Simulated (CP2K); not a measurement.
RuAu:

```
Ru Au
1.0
     3.16481    0.00000    0.00000
     0.00000    3.16481    0.00000
     0.00000    0.00000    3.16481
Ru Au
1 1
Direct
  0.00000 0.00000 0.00000
  0.50000 0.50000 0.50000
```

The cell was built by a generator and needn't be a form met in nature.

* Program: CP2K 2026.2
* Task: single point
* Functional: PBE
* Potentials or basis: POTENTIAL_UZH Ru GTH-PBE-q16, Au GTH-PBE-q11; TZVP-MOLOPT-PBE-GTH basis
* Density cutoff: 6803 eV
* k mesh: 8 × 8 × 8
* Occupations: fermi-dirac, width 0.05 eV
* Spin: no spin polarisation

On this cell: pressure 5.3 GPa; largest force zero by symmetry; band gap on the k mesh none (metal or under the smearing width).

The same run follows on a disturbed copy (atoms moved at random, drawn with an rms of 0.05 Å):

```xyz
2
Lattice="3.1648 0.0000 0.0000 0.0000 3.1648 0.0000 0.0000 0.0000 3.1648" Properties=species:S:1:pos:R:3 pbc="T T T"
Ru    0.0145   -0.0091    0.0130
Au    1.5362    1.5791    1.5732
```

Question: What changes?

Answer: The energy (extrapolated to zero smearing) moves by +10.1 meV/atom; pressure 5.7 GPa; largest force 0.615 eV/Å; band gap on the k mesh none (metal or under the smearing width).

Forces on the atoms (eV/Å):
```
Ru  -0.575  0.056 -0.213
Au   0.574 -0.056  0.213
```

Stress tensor (GPa, compression positive):
```
 5.47 -0.07  0.26
-0.07  5.80 -0.03
 0.26 -0.03  5.76
```

Caveats: the basis of atomic orbitals isn't converged, which shifts pressures, moduli and gaps.
